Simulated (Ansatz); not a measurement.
Runs of Ansatz 0.2.0 on NaLaMnMoO6. The structure is cubic, space group F-43m (No. 216). Conventional cell: a = 7.725 Å, b = 7.725 Å, c = 7.725 Å, α = 90.00°, β = 90.00°, γ = 90.00°. Na (site symmetry -43m) has 12 O at 2.73 Å as nearest neighbours. La (site symmetry -43m) is surrounded by 12 O at 2.73 Å. Mn (site symmetry -43m) has 6 O at 1.91 Å as nearest neighbours. Mo (site symmetry -43m) is surrounded by 6 O at 1.96 Å. O (site symmetry 2mm) is surrounded by 1 Mn at 1.91 Å and 1 Mo at 1.96 Å. The cell was built by a generator and needn't be a form met in nature.

```csv
task,level,potentials or basis,cell,k mesh,cutoff (eV),points for each segment of the path,mesh quality,gap on the mesh (eV),pressure (GPa),moment (μB),relaxed volume (Å³/atom),largest force (eV/Å)
band structure,revPBE,Ansatz PAW,as given,6 × 6 × 6,420,10,not flagged,none,3.5,1.17,-,-
relaxation of cell and atoms,BLYP,Ansatz PAW,relaxed,5 × 5 × 5,420,-,not flagged,none,0.0,1.21,11.93,-
single point,PBE,JTH PAW,as given,6 × 6 × 6,1800,-,not flagged,none,0.6,1.16,-,0.04
single point,HSE06,Ansatz PAW,as given,3 × 3 × 3,420,-,coarse,none,-,1.60,-,(b)
relaxation of cell and atoms,r2SCAN+rVV10,Ansatz PAW,relaxed,5 × 5 × 5,500,-,not flagged,none,0.0,1.21,(a),-
single point,PBE,Ansatz PAW,as given,6 × 6 × 6,420,-,not flagged,none,0.0,1.16,-,-
single point,PBE0,Ansatz PAW,as given,3 × 3 × 3,420,-,coarse,none,-,1.59,-,0.23
relaxation of cell and atoms,r2SCAN+D4,Ansatz PAW,relaxed,5 × 5 × 5,500,-,not flagged,none,0.0,1.21,11.30,-
```

Alike in all rows: spin collinear, ferromagnetic start; smearing fermi-dirac 0.05 eV.

Estimate the missing entries.

(a) 11.28; (b) 0.20.

Caveats: some runs use coarse meshes; a cell with one magnetic atom can't hold antiferromagnetic order, which such compounds often take; semilocal functionals often make such compounds metallic where correlation or magnetic order opens a gap, which also shifts bond lengths (some runs); the PAW data sets come from PBE, with cores solved anew for the run's functional, which leaves a small shift of forces and pressure (some runs); the magnetic or orbital state may not be the lowest (some runs); the plane-wave basis is chosen anew once the cell has moved, so the energies of steps on either side of that aren't comparable (some runs); the potentials were made for another functional, which shifts forces and pressure (some runs); pairwise dispersion overbinds metals, which lowers pressure and volume (some runs).

A k mesh can miss the band edges, and the runs leave out spin-orbit coupling on La, Mo.

A gap of «none» marks a metal or a gap under the smearing width.

Not every run made on this cell is shown here.
